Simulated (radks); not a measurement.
**Nd³⁺ in [Kr] 4d10 4f3 5s2 5p5 6p1: an all-electron calculation**

One table from this session's results is given with a row withheld; the runs are named, their logs left out.

Program: radks (a radial shooting solver on a logarithmic mesh, Libxc functionals) version 1. Level of theory: scalar-relativistic Kohn-Sham, r2SCAN, spin-unpolarised, spherical densities, finite nucleus. These are calculated values, not measurements, unless marked.

## The atom as given

```
element            : neodymium (Z = 60)
charge             : +3
electrons          : 57
configuration      : [Kr] 4d10 4f3 5s2 5p5 6p1
nuclear rms radius : 4.9123 fm
```

Outer shells as boxes (Hund's rule):

Nd³⁺
```
[Kr] core
4d [↑↓][↑↓][↑↓][↑↓][↑↓]
4f [↑ ][↑ ][↑ ][  ][  ][  ][  ]
5s [↑↓]
5p [↑↓][↑↓][↑ ]
6p [↑ ][  ][  ]
```

The first run:

Settings of this run:

```text
Z 60
configuration [Kr] 4d10 4f3 5s2 5p5 6p1
relativity scalar-relativistic
functional r2scan,r2scan
spin unpolarised
nucleus finite rms 4.9123 fm
c 137.035999084
```

On the command line:

```console
$ python run_ks.py task.json out
```

This one command runs every case of the session in turn.

Among the steps run: Self-consistent calculation.

One of the session's tables, all rows but one given; the rest of the session is left out.

It belongs to the step «Radial structure». From the orbitals of this run (lengths in bohr):

| level | <r> | outermost maximum (interpolated) | 90 % within | nodes |
| --- | --- | --- | --- | --- |
| 1s | 0.02363 | 0.0151 | 0.0427 | 0 |
| 2s | 0.1009 | 0.0855 | 0.156 | 1 |
| 2p | 0.08881 | 0.0689 | 0.145 | 0 |
| 3s | 0.2658 | 0.243 | 0.390 | 2 |
| 3p | 0.2642 | 0.239 | 0.395 | 1 |
| 3d | 0.2417 | 0.196 | 0.377 | 0 |
| 4s | 0.6066 | 0.565 | 0.870 | 3 |
| 4p | ? | ? | ? | ? |
| 4d | 0.7031 | 0.617 | 1.05 | 1 |
| 5s | 1.423 | 1.30 | 2.03 | 4 |
| 5p | 1.609 | 1.45 | 2.31 | 3 |
| 4f | 0.9485 | 0.648 | 1.60 | 0 |
| 6p | 3.793 | 3.56 | 5.30 | 4 |

Estimate the missing values for 4p.

As computed: <r>: 0.6416; outermost maximum (interpolated): 0.589; 90 % within: 0.932; nodes: 2. In the column «<r>» it lies between 4s (0.6066) and 4d (0.7031).
